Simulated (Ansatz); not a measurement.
# CH₈AlClSi₂: one species, many methods

One table from this session's results is given with a row withheld; the runs are named, their logs left out.

Program: Ansatz 0.2.0, Gaussian basis. Level of theory: functionals in def2-TZVPP, the program's frozen cores in correlated methods. These are calculated values, not measurements.

Levels to be run: PBE-D4, r2SCAN-D4, PBE0-D4, B3LYP-D4, ωB97X-V, ωB97M-V, B2PLYP; CCSD(T)/def2-TZVPP; MP2/def2-QZVPP; extrapolation to the limit.

## The geometry

An earlier PBE0-D4 in a triple-zeta def2 set relaxation fixed the geometry.

SMILES `[SiH3][CH2][AlH][SiH2]Cl`, 13 atoms, charge 0, spin multiplicity 1.

Atoms are counted from 1 here; the program's logs count them from 0.

Bond lengths: Si1–C2 1.863 Å, Si1–H6 1.490 Å, Si1–H7 1.490 Å, Si1–H8 1.488 Å, C2–Al3 1.951 Å, C2–H9 1.098 Å, C2–H10 1.096 Å, Al3–Si4 2.404 Å, Al3–H11 1.582 Å, Si4–Cl5 2.202 Å, Si4–H12 1.488 Å, Si4–H13 1.487 Å. Angles: C2–Si1–H6 112.2°, C2–Si1–H7 110.4°, C2–Si1–H8 110.7°, H6–Si1–H7 107.5°, H6–Si1–H8 107.9°, H7–Si1–H8 108.0°, Si1–C2–Al3 116.1°, Si1–C2–H9 108.0°, Si1–C2–H10 109.4°, Al3–C2–H9 106.9°, Al3–C2–H10 109.2°, H9–C2–H10 106.9°, C2–Al3–Si4 118.5°, C2–Al3–H11 125.1°, Si4–Al3–H11 116.2°, Al3–Si4–Cl5 65.7°, Al3–Si4–H12 125.8°, Al3–Si4–H13 126.8° and more.

Coordinates:

```csv
atom,x (Å),y (Å),z (Å)
Si1,-1.16308,1.09201,1.11380
C2,0.24616,-0.06709,1.49091
Al3,0.83108,-1.21160,0.02262
Si4,1.06482,-0.24360,-2.16501
Cl5,-0.88774,-1.19398,-1.79804
H6,-1.41519,2.05098,2.22625
H7,-0.86511,1.89027,-0.10868
H8,-2.41916,0.33215,0.87265
H9,1.11217,0.53807,1.78906
H10,-0.01672,-0.69149,2.35189
H11,1.25266,-2.73014,0.16427
H12,1.57008,-0.94332,-3.37654
H13,0.71063,1.14305,-2.56848
```

The first run:

in.yaml

```yaml
crystal:
  periodic: [false, false, false]
  atoms:
    - {symbol: Si, position_ang: [-1.163084, 1.092013, 1.113799]}
    - {symbol: C, position_ang: [0.246157, -0.067091, 1.490913]}
    - {symbol: Al, position_ang: [0.831076, -1.211602, 0.022623]}
    - {symbol: Si, position_ang: [1.064825, -0.243603, -2.165015]}
    - {symbol: Cl, position_ang: [-0.887739, -1.193981, -1.798038]}
    - {symbol: H, position_ang: [-1.415186, 2.050984, 2.226245]}
    - {symbol: H, position_ang: [-0.865113, 1.890268, -0.108683]}
    - {symbol: H, position_ang: [-2.419164, 0.332147, 0.872655]}
    - {symbol: H, position_ang: [1.112172, 0.538075, 1.789056]}
    - {symbol: H, position_ang: [-0.016719, -0.691489, 2.351893]}
    - {symbol: H, position_ang: [1.252664, -2.730142, 0.164274]}
    - {symbol: H, position_ang: [1.570077, -0.943323, -3.376544]}
    - {symbol: H, position_ang: [0.710634, 1.143045, -2.568478]}
basis:
  gaussian: {orbitals: def2-TZVPP}
hamiltonian: {xc: pbe, dispersion: d4}
output: {forces: true, orbitals: {seedname: orbitals}}
```

The run is started by

```
$ ansatz run in.yaml --threads 4 --pin off --events-out ev --progress --plain --max-ram 10444MiB
```

Steps of the session up to this table: PBE-D4 (GGA); r2SCAN-D4 (meta-GGA); PBE0-D4 (hybrid); B3LYP-D4 (hybrid); ωB97X-V (range-separated); ωB97M-V (range-separated); B2PLYP (double hybrid); CCSD(T) in def2-TZVPP; MP2 in def2-QZVPP.

One of the session's tables, all rows but one given; the rest of the session is left out.

It belongs to the step «Atomisation energies». 

| method | atomisation energy (kJ/mol) |
| --- | --- |
| PBE-D4 | 3991.0 |
| r2SCAN-D4 | ? |
| PBE0-D4 | 3980.9 |
| B3LYP-D4 | 3990.9 |
| ωB97X-V | 4039.6 |
| ωB97M-V | 4022.4 |
| B2PLYP | 3936.4 |
| HF/def2-TZVPP | 3048.2 |
| MP2/def2-TZVPP | 3915.6 |
| CCSD/def2-TZVPP | 3866.4 |
| CCSD(T)/def2-TZVPP | 3911.9 |
| MP2/CBS | 4019.2 |
| CCSD(T)/CBS | 4015.5 |

**Question.** Estimate the row for r2SCAN-D4.

As computed: atomisation energy (kJ/mol): 4022.1. In the column «atomisation energy (kJ/mol)» it lies between MP2/CBS (4019.2) and ωB97M-V (4022.4).

Caveats from the session: Free atoms (2 Si, 1 C, 1 Al, 1 Cl, 8 H) were run apart at each level; the atomisation energy is their sum less the molecule, without zero-point or spin-orbit terms.
